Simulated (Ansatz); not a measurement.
# Pt₃Rh, space group Pm-3m: a charge-density difference against the sublattices

Computed with the Python package of Ansatz (0.2.0).

The cells in order, each with its output:

In [1]:
```python
import ansatz as az
import numpy as np

FILLING = 'fermi_dirac'
SCF_TOL = 1e-08
ECUT = 460
MESH = (6, 6, 6)

vectors0 = np.array([
    [3.909869, 0.0, 0.0],
    [0.0, 3.909869, 0.0],
    [0.0, 0.0, 3.909869],
])
sites = [
    ('Rh', (0.5, 0.5, 0.5)),
    ('Pt', (0.5, 0.0, 0.0)),
    ('Pt', (0.0, 0.5, 0.0)),
    ('Pt', (0.0, 0.0, 0.5)),
]
```

In [2]:
```python
def on_lattice(cell):
    crystal = az.Crystal(lattice=az.Lattice.of(cell))
    for symbol, position in sites:
        crystal = crystal.atom(symbol, position)
    return crystal
```

In [3]:
```python
# one cutoff and one grid for all runs, so that the fields can be subtracted
def solve(crystal):
    return (
        crystal.calculation()
        .functional(az.Functional.PBESOL)
        .occupations(FILLING)
        .scf(tolerance=SCF_TOL)
        .basis(ECUT, grid_basis='typed')
        .kpoints(*MESH)
        .density()
        .run(threads=1)
    )
```

In [4]:
```python
whole = solve(on_lattice(vectors0))
difference = whole.density().channels[0].density_e_per_ang3.copy()
binding = whole.report['free_energy_ev']
for element in ['Rh', 'Pt']:
    part = az.Crystal(lattice=az.Lattice.of(vectors0))
    for symbol, position in sites:
        if symbol == element:
            part = part.atom(symbol, position)
    alone = solve(part)
    difference -= alone.density().channels[0].density_e_per_ang3
    binding -= alone.report['free_energy_ev']
    print(f'{element} sublattice: {alone.report["n_electrons"]:g} electrons, {alone.report["n_iterations"]} iterations')
```
```text
Rh sublattice: 17 electrons, 6 iterations
Pt sublattice: 54 electrons, 6 iterations
```

In [5]:
```python
voxel = abs(np.linalg.det(vectors0)) / difference.size
print(f'energy of the crystal less its unpolarised sublattices: {binding / len(sites):.4f} eV/atom')
print(f'net charge of the difference {difference.sum() * voxel:.5f} e, charge moved {0.5 * np.abs(difference).sum() * voxel:.3f} e')
print(f'extremes {difference.min():.4f} and {difference.max():.4f} e/A^3')
for (symbol, position) in sites:
    index = tuple(int(round(p * n)) % n for p, n in zip(position, difference.shape))
    print(f'  change of the pseudo-density at the grid point nearest {symbol}: {difference[index]:+.4f} e/A^3')
```
```text
energy of the crystal less its unpolarised sublattices: -1.7561 eV/atom
net charge of the difference -0.00000 e, charge moved 0.864 e
extremes -0.4002 and 0.3930 e/A^3
  change of the pseudo-density at the grid point nearest Rh: -0.1293 e/A^3
  change of the pseudo-density at the grid point nearest Pt: -0.0345 e/A^3
  change of the pseudo-density at the grid point nearest Pt: -0.0345 e/A^3
  change of the pseudo-density at the grid point nearest Pt: -0.0345 e/A^3
```

What to keep in mind:
- Spin is left out of this run.
- For a metal this k-point mesh is coarse: on a finer one energies can move by several to tens of meV an atom and pressures by half a GPa or more, differences at one mesh by less.
- Spin-orbit coupling, which matters for elements this heavy, is left out.
- The fields are valence quantities on the plane-wave grid; their values near the nuclei depend on the potentials.
- The structure comes from a database of computed cells and needn't be a stable or known phase.
- Charge moved counts every rearrangement, bonding and polarisation too, and is no transfer between atoms; the bare sublattices are artificial references. Values near the nuclei depend on the potentials.
- It ran for 4 s on 1 thread of AMD EPYC 7R43 64-Core Processor (Zen 3), with other jobs on the host, peak memory 0.43 GiB.

(Lines on the test bed's own set-up are left out of the output.)
